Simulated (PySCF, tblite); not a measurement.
# C6H12S2: geometry, infrared bands and NMR shifts

Aim: predict the infrared bands and NMR shifts of C6H12S2 (`CC[C@@H]1CCSCS1`).

Programs: tblite 0.8.0 and PySCF 2.14.0, with density-fitted response routines of our own. Each step states its level of theory. These are calculated values for one molecule in the gas phase, unless marked as measured. Atoms count from 0, in the outputs and in this text.

## (1) Starting geometry

20 atoms, charge 0, multiplicity 1; geometry from: force field or distance geometry start.

Bonds of the start (Å): C0–C1 1.51, C1–C2 1.55, C2–C3 1.52, C3–C4 1.52, C4–S5 1.81, S5–C6 1.80, C6–S7 1.80, S7–C2 1.84, C0–H8 1.09, C0–H9 1.11, C0–H10 1.10, C1–H11 1.10, C1–H12 1.12, C2–H13 1.10, C3–H14 1.11, C3–H15 1.09, C4–H16 1.09, C4–H17 1.10, C6–H18 1.10, C6–H19 1.08.

## (2) Relaxing the molecule with GFN2-xTB

Job settings and geometry (Å):

```
{"job": {"kind": "relax", "xc": "GFN2-xTB", "basis": "xTB"}, "charge": 0, "multiplicity": 1}
C     -2.664000     0.899000     0.059900
C     -1.738100    -0.255900     0.352600
C     -0.262100    -0.017800    -0.055400
C      0.540400    -1.302200     0.077700
C      1.949600    -1.235700    -0.483800
S      3.025400    -0.084700     0.398700
C      2.081700     1.433300     0.156100
S      0.464000     1.339200     0.945700
H     -2.435200     1.780400     0.665800
H     -3.709400     0.612900     0.288500
H     -2.625600     1.180200    -0.997900
H     -2.116900    -1.139500    -0.177600
H     -1.797100    -0.509000     1.439400
H     -0.258900     0.303200    -1.111000
H      0.572600    -1.622700     1.138000
H      0.013600    -2.108600    -0.440600
H      2.414800    -2.221700    -0.434800
H      1.921500    -0.956400    -1.549000
H      2.632000     2.258800     0.624600
H      1.986600     1.657800    -0.900000
```

Run with:

```console
OMP_NUM_THREADS=1 python probes_run.py task.json out
```

This one command runs all jobs of the session in turn.

**Question.** This job is followed by: GFN2-xTB harmonic vibrations, gas phase; GIAO PBE0/pcSseg-1 NMR shielding, non-relativistic, gas phase. What will the session give for the following? strongest single infrared mode (GFN2-xTB); zero-point energy (GFN2-xTB); 13C shifts against TMS (PBE0/pcSseg-1); 1H shifts against TMS (PBE0/pcSseg-1, means over atoms taken as alike); 33S shifts against CS2 (PBE0/pcSseg-1); surface potential, 1st and 99th percentile.

The runs gave:

| quantity | value |
| --- | --- |
| strongest single infrared mode (GFN2-xTB) | 2958 cm⁻¹, 58 km/mol |
| zero-point energy (GFN2-xTB) | 105.4 kcal/mol |
| 13C shifts against TMS (PBE0/pcSseg-1) | 56.5, 46.2, 40.9, 39.4, 33.7, 13.9 ppm |
| 1H shifts against TMS (PBE0/pcSseg-1, means over atoms taken as alike) | 4.08, 3.59, 2.79, 2.76, 2.32, 1.93, 1.79, 1.50, 1.44, 1.14 ppm |
| 33S shifts against CS2 (PBE0/pcSseg-1) | 69, 40 ppm |
| surface potential, 1st and 99th percentile | -1.19 V and 0.96 V |

**Reading.** Relaxing lowered the energy by 0.101 eV in 52 steps; the close pair that moved most is C1–H12, from 1.117 to 1.092 Å. No mode is imaginary among the 54: a minimum at this level. GFN2-xTB is a fitted tight-binding method: band positions and strengths are rough. Its intensities can rank the bands wrongly.
